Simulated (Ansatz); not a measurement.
# MoPbO4 (Wulfenite): the cost of one run

Method: DFT PBEsol, scalar-relativistic, plane waves, PAW, in Ansatz 0.2.0.

1 further run of the same task is left out (set aside as unsound or not needed).

### 1 The starting structure

Symmetry: I4_1/a, No. 88, tetragonal system. Conventional cell: a = 5.427 Å, b = 5.427 Å, c = 11.989 Å, α = 90.00°, β = 90.00°, γ = 90.00°. Mo (site symmetry -4) has 4 O at 1.78 Å as nearest neighbours. Pb (site symmetry -4) has 8 O at 2.60 to 2.62 Å as nearest neighbours. O (site symmetry 1) has 1 Mo at 1.78 Å as nearest neighbours.

As a file:

```xyz
12
Lattice="-2.7136 2.7136 5.9947 2.7136 -2.7136 5.9947 2.7136 2.7136 -5.9947" Properties=species:S:1:pos:R:3 pbc="T T T"
Mo    2.7136    0.0000    2.9973
Mo    0.0000    0.0000    5.9947
Pb    0.0000    2.7136    2.9973
Pb    0.0000    0.0000    0.0000
O     3.9833   -0.7649    2.0159
O     0.7649    1.2697    5.0132
O     1.4439    0.7649    2.0159
O     1.9487    1.4439   -0.9814
O     1.4439    3.4786    0.9814
O     1.9487   -1.2697    3.9787
O     1.2697   -0.7649    6.9761
O     3.4786    1.2697    3.9787
```

It is the result of an earlier relaxation at this level (volume 14.71 Å³/atom; gap on the mesh: 2.61 eV).

### 2 Volume × 0.97

input.yaml

```yaml
crystal:
  lattice:
    - [-2.6862153911, 2.6862153911, 5.9341039624]
    - [2.6862153911, -2.6862153911, 5.9341039624]
    - [2.6862153911, 2.6862153911, -5.9341039624]
  atoms:
    - { symbol: Mo, position: [0.25, 0.75, 0.5] }
    - { symbol: Mo, position: [0.5, 0.5, 0.0] }
    - { symbol: Pb, position: [0.75, 0.25, 0.5] }
    - { symbol: Pb, position: [0.0, 0.0, 0.0] }
    - { symbol: O, position: [0.0272001358, 0.9020879331, 0.5930021506] }
    - { symbol: O, position: [0.6520879331, 0.5590857824, 0.3748877973] }
    - { symbol: O, position: [0.3090857824, 0.4341979852, 0.4069978494] }
    - { symbol: O, position: [0.1841979852, 0.2772001358, 0.6251122027] }
    - { symbol: O, position: [0.7227998642, 0.3479120669, 0.9069978494] }
    - { symbol: O, position: [0.0979120669, 0.6909142176, 0.1251122027] }
    - { symbol: O, position: [0.4409142176, 0.8158020148, 0.0930021506] }
    - { symbol: O, position: [0.5658020148, 0.9727998642, 0.8748877973] }
basis:
  ecutwfc: 420
kpoints:
  mp_grid: { grid: [6, 6, 6] }
hamiltonian:
  xc: pbesol
scf:
  occupations: { method: gaussian, width: 0.02 }
output:
  forces: true
  stress: true
  eigenvalues: true
relax:
  adjacent_minimum: "off"
  f_tol: 0.01
  max_steps: 30
  cell: { stress_tol: 0.1, fix: [volume] }
```

The run is started by

```sh
ansatz run input.yaml --threads 4 --pin off --max-ram 10240MiB --backend cpu --events-out ev --progress --plain --runs-dir out
```

**Question.** How long does this run take on 4 threads of Intel Xeon at 2.50GHz (Skylake/Cascade Lake), shared host, and how much memory does it need?

About 53 s, with a peak of 0.83 GiB.
